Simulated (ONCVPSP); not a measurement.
# Pseudopotential generation for tungsten: ONCV, PBEsol

Task: generate the file, and judge it by its errors in other configurations, its logarithmic derivatives, its ghosts and its cutoff.

Method: ONCVPSP 4.0.1.1 (patched build), PBEsol, scalar-relativistic.

### Step 1. The design

The settings as typed:

* element: tungsten (W, Z = 74)
* type: optimised norm-conserving Vanderbilt (ONCV)
* frozen core: [Kr] 4d10
* valence charge: 28
* reference configuration: 4f13 5s2 5p6 5d5 6s2
* partial waves: 5s+6s: rc 1.80 bohr, ncon 4, nbas 8, qcut 7.7 1/bohr, 2 projectors; 5p: rc 2.00 bohr, ncon 5, nbas 9, qcut 5.9 1/bohr, 2 projectors, debl 2.3 Ha; 5d: rc 2.45 bohr, ncon 3, nbas 7, qcut 6.7 1/bohr, 2 projectors, debl 0.7 Ha; 4f: rc 0.70 bohr, ncon 3, nbas 7, qcut 21.5 1/bohr, 3 projectors, debl 2.4 Ha
* local potential: polynomial inside 0.50 bohr (lpopt 5, dvloc0 0 Ha)
* core correction: not asked for

### Step 2. The generation run

File W.dat:

```
# ATOM AND REFERENCE CONFIGURATION
# atsym  z   nc   nv     iexc    psfile
  W 74.00    9    5  -116133      upf
#
#   n    l    f
    1    0    2.00
    2    0    2.00
    2    1    6.00
    3    0    2.00
    3    1    6.00
    3    2   10.00
    4    0    2.00
    4    1    6.00
    4    2   10.00
    4    3   13.00
    5    0    2.00
    5    1    6.00
    5    2    5.00
    6    0    2.00
#
# PSEUDOPOTENTIAL AND OPTIMIZATION
# lmax
    3
#
#   l,   rc,      ep,       ncon, nbas, qcut
    0    1.80    0.00    4    8    7.70
    1    2.00    0.00    5    9    5.90
    2    2.45    0.00    3    7    6.70
    3    0.70    0.00    3    7   21.50
#
# LOCAL POTENTIAL
# lloc, lpopt,  rc(5),   dvloc0
    4    5    0.50    0.00
#
# VANDERBILT-KLEINMAN-BYLANDER PROJECTORs
# l, nproj, debl
    0    2    0.40
    1    2    2.30
    2    2    0.70
    3    3    2.40
#
# MODEL CORE CHARGE
# icmod, fcfact, rcfact
    0    0.00    0.00
#
# LOG DERIVATIVE ANALYSIS
# epsh1, epsh2, depsh
   -5.00    5.00    0.04
#
# OUTPUT GRID
# rlmax, drl
    6.00    0.01
#
# TEST CONFIGURATIONS
# ncnf
    4
# nvcnf
#   n    l    f
    5
    4    3   14.00
    5    0    2.00
    5    1    6.00
    5    2    4.00
    6    0    2.00
#
    5
    4    3   14.00
    5    0    2.00
    5    1    6.00
    5    2    4.00
    6    0    1.00
#
    5
    4    3   14.00
    5    0    2.00
    5    1    6.00
    5    2    4.00
    6    0    0.00
#
    5
    4    3   14.00
    5    0    2.00
    5    1    6.00
    5    2    5.00
    6    0    1.00
#
```

Run with:

```bash
$ oncvpsp.x < W.dat > W.out
```

Q: Predict the outcome of this session. Wanted: cutoffs for 1 and 0.1 mHa per electron, occupied waves; bound ghosts; GHOST(+) flags; largest miss of a reference level; largest test error; largest phase difference near zero energy, channels read.

**Answer**, as computed:

| quantity | value |
| --- | --- |
| cutoffs for 1 and 0.1 mHa per electron, occupied waves | 214 Ha and 362 Ha |
| bound ghosts | s at -1330.30 eV, p at -586.04 eV, d at -643.01 eV, f at -4875.36 eV |
| GHOST(+) flags | s at 58 eV, f at 5414 eV |
| largest miss of a reference level | 28 meV (4f) |
| largest test error (AE − PS) | -539 meV, for 4f14 5s2 5p6 5d4 6s2 |
| largest phase difference near zero energy, channels read | 0.001 rad |

What this shows: It has a bound ghost (s, p, d, f), a state that the atom doesn't have, and that rules the file out. The worst unpolarised test, 4f14 5s2 5p6 5d4 6s2, is off by 539 meV on 32.7 eV; by total energies transferability rates as poor. By its cutoff, 214 Ha for the looser tolerance, it is very hard. At the looser tolerance the 4f wave is the slowest; 5s needs 19 Ha. Near zero energy the phases of the channels with partial waves agree within 0.001 rad. The program also flags highly localised states, GHOST(+) (s, f).
